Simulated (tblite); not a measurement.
# C4H14GeN2: the cost of one run

Programs: tblite 0.8.0 and PySCF 2.14.0, with density-fitted response routines of our own. Each step states its level of theory. These are calculated values for one molecule in the gas phase, unless marked as measured. Atoms count from 0, in the outputs and in this text.

## (1) The starting structure

21 atoms, charge 0, multiplicity 1; geometry from: force field or distance geometry start.

Bonds of the start (Å): C0–N1 1.47, N1–Ge2 1.82, Ge2–N3 1.84, N3–C4 1.43, C4–C5 1.51, C4–C6 1.52, C0–H7 1.12, C0–H8 1.10, C0–H9 1.11, N1–H10 1.06, Ge2–H11 1.57, Ge2–H12 1.55, N3–H13 1.04, C4–H14 1.12, C5–H15 1.12, C5–H16 1.11, C5–H17 1.12, C6–H18 1.11, C6–H19 1.11, C6–H20 1.11.

## (2) Optimising the geometry with GFN2-xTB

Job settings and geometry (Å):

```
{"job": {"kind": "relax", "xc": "GFN2-xTB", "basis": "xTB"}, "charge": 0, "multiplicity": 1}
C      2.892200     0.863000     0.012000
N      1.902700     0.134400     0.815900
Ge     1.093200    -1.172900    -0.166700
N     -0.629500    -0.824600    -0.719100
C     -1.250000     0.352800    -0.184900
C     -1.299000     0.254600     1.316900
C     -2.684600     0.333000    -0.678000
H      2.597100     0.840600    -1.065400
H      2.997900     1.887400     0.396800
H      3.851800     0.328800     0.164000
H      2.479300    -0.276300     1.609500
H      1.920600    -1.461500    -1.465800
H      1.100500    -2.513000     0.621400
H     -1.256100    -1.655200    -0.760500
H     -0.702500     1.287200    -0.481200
H     -1.945600    -0.610500     1.613300
H     -0.283400     0.171700     1.754700
H     -1.736600     1.186600     1.768800
H     -3.003500    -0.731000    -0.653700
H     -2.680800     0.720300    -1.720000
H     -3.372600     0.901600    -0.023700
```

Run with:

```console
$ OMP_NUM_THREADS=1 python probes_run.py task.json out
```

The driver reads the jobs from task.json and runs them one after another.

Q: Estimate the wall time and peak memory of this first job on 1 thread of Arm Neoverse N1, shared host.

About 1.9 s, with a peak of 0.18 GiB.
